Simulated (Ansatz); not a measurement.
Run this with the Ansatz DFT code, driven from Python and show what comes out.

The script, `adiabatic_cas.py`:
```python
import ansatz as az
from ase import Atoms
import numpy as np

atoms = Atoms(['As', 'C'], positions=[
    [0.0, 0.0, 0.0],
    [0.0, 0.0, 1.885],
])
geometry = az.Crystal.molecule_from_ase(atoms)

model = (
    geometry.calculation()
    .basis(gaussian='def2-TZVP')
    .functional('b3lyp', dispersion='d4')
    .spin('collinear', total=1)
)
symbols = [site.symbol for site in geometry.cartesian_sites]
start = np.array([site.position_ang for site in geometry.cartesian_sites], dtype=float)
summary = model.relax(force_tolerance=0.01).run().report
end = np.array(summary['positions_ang'])

minimum = az.Crystal.molecule()
for symbol, place in zip(symbols, end):
    minimum = minimum.atom(symbol, place.tolist())
ion = minimum.calculation()
ion = ion.basis(gaussian='def2-TZVP')
ion = ion.functional('b3lyp', dispersion='d4')
ion = ion.charge(1)
vertical = ion.run().report
settled = ion.relax(force_tolerance=0.01, max_steps=80).run().report
print(f'vertical ionisation energy   {vertical["free_energy_ev"] - summary["free_energy_ev"]:.3f} eV')
print(f'adiabatic, no zero point     {settled["free_energy_ev"] - summary["free_energy_ev"]:.3f} eV')
print(f'relaxation energy of the ion {vertical["free_energy_ev"] - settled["free_energy_ev"]:.3f} eV')
ionised = np.array(settled['positions_ang'])
print('final positions (A) and the move of each atom')
for symbol, xyz, old in zip(symbols, ionised, end):
    print(f'{symbol:2s} {xyz[0]:10.5f} {xyz[1]:10.5f} {xyz[2]:10.5f}   {np.linalg.norm(xyz - old):7.4f}')
```

Output of `python adiabatic_cas.py`:
```text
vertical ionisation energy   11.661 eV
adiabatic, no zero point     11.557 eV
relaxation energy of the ion 0.104 eV
final positions (A) and the move of each atom
As    0.00000   -0.00000   -0.01290    0.1193
C    -0.00000    0.00000    1.89790    0.1193
```

Notes:
- The energies are electronic: no zero-point or thermal terms, and the basis set is short of its limit. The product may relax into another structure. The relaxation finds the nearest minimum, so the adiabatic value is an upper bound.
- The species is open-shell (spin multiplicity 2).
- b3lyp holds the VWN-RPA fit, as in Gaussian; the form of ORCA and Turbomole is b3lyp5.
- Only the spin states typed were run; another state of an ion can lie lower, by up to an eV or two.
- The spin state was assumed, and another may lie lower.
- The whole script took 52 s on 1 thread of Arm Neoverse V2 (shared host), peak memory 0.26 GiB.
